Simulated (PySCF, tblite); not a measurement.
**C9H12O: infrared bands and NMR shifts**

Aim: predict the infrared bands and NMR shifts of C9H12O (`O=C1C=C[C@@H](C2CCC2)C1`).

Programs: tblite 0.8.0 and PySCF 2.14.0, with density-fitted response routines of our own. Each step states its level of theory. These are calculated values for one molecule in the gas phase, unless marked as measured. Atoms are numbered from 0 throughout.

## Step 1: Starting geometry

22 atoms, charge 0, multiplicity 1; geometry from: GFN2-xTB.

Bonds of the start (Å): O0–C1 1.21, C1–C2 1.47, C2–C3 1.33, C3–C4 1.50, C4–C5 1.53, C5–C6 1.54, C6–C7 1.54, C7–C8 1.54, C4–C9 1.53, C9–C1 1.52, C8–C5 1.54, C2–H10 1.08, C3–H11 1.08, C4–H12 1.10, C5–H13 1.09, C6–H14 1.09, C6–H15 1.09, C7–H16 1.09, C7–H17 1.09, C8–H18 1.09, C8–H19 1.09, C9–H20 1.09, C9–H21 1.09.

## Step 2: Vibrational analysis with GFN2-xTB

The job: settings as JSON, then the geometry in Å.

```
{"job": {"kind": "ir", "xc": "GFN2-xTB", "basis": "xTB"}, "charge": 0, "multiplicity": 1}
O      3.896041     0.882997     0.290121
C      2.867857     0.252488     0.254813
C      2.512673    -0.921963     1.063524
C      1.270036    -1.317300     0.795557
C      0.582776    -0.449288    -0.213295
C     -0.613926     0.259287     0.425714
C     -1.828842    -0.613823     0.788599
C     -2.747659     0.403299     0.095108
C     -1.512815     1.087514    -0.510880
C      1.678990     0.529462    -0.653482
H      3.197130    -1.361862     1.766791
H      0.755535    -2.145394     1.253862
H      0.217105    -1.052964    -1.050544
H     -0.264695     0.845229     1.278183
H     -1.815102    -1.579615     0.286366
H     -2.002425    -0.771794     1.850757
H     -3.462052    -0.007715    -0.614580
H     -3.279391     1.039068     0.799435
H     -1.363028     0.839349    -1.559712
H     -1.459969     2.167576    -0.393588
H      1.373308     1.571568    -0.569404
H      1.988043     0.363267    -1.686252
```

**Question.** This job is followed by: GIAO PBE0/pcSseg-1 NMR shielding, non-relativistic, gas phase. Predict these results of the whole session: strongest single infrared mode (GFN2-xTB); zero-point energy (GFN2-xTB); 13C shifts against TMS (PBE0/pcSseg-1); 1H shifts against TMS (PBE0/pcSseg-1); 17O shifts against H2O (PBE0/pcSseg-1).

The runs gave:

```
                                 quantity                                                                       value
strongest single infrared mode (GFN2-xTB)                                                       1770 cm⁻¹, 472 km/mol
             zero-point energy (GFN2-xTB)                                                              117.0 kcal/mol
   13C shifts against TMS (PBE0/pcSseg-1)                 211.0, 175.2, 141.1, 54.5, 41.9, 41.1, 28.2, 27.0, 17.0 ppm
    1H shifts against TMS (PBE0/pcSseg-1)  7.89, 6.20, 2.63, 2.32, 2.24, 2.19, 2.05, 1.95, 1.85, 1.83, 1.81, 1.76 ppm
   17O shifts against H2O (PBE0/pcSseg-1)                                                                   633.1 ppm
```

What this shows: No mode is imaginary among the 60: a minimum at this level. The strongest single mode, at 1770 cm⁻¹, moves mainly C1 and O0. GFN2-xTB is a fitted tight-binding method: band positions and strengths are rough. Its intensities can rank the bands wrongly. The most deshielded carbon is C1 (ketone carbonyl carbon), at 211.0 ppm: the double bond to the heteroatom, with no lone-pair donor beside it, deshields it most. The most deshielded hydrogen is H11 (hydrogen on a β carbon of a C=C–C=O unit), at 7.89 ppm: olefinic region. At PBE0/pcSseg-1: Shielding is most anisotropic at O0 (span 1233 ppm, paramagnetic term -691 ppm).
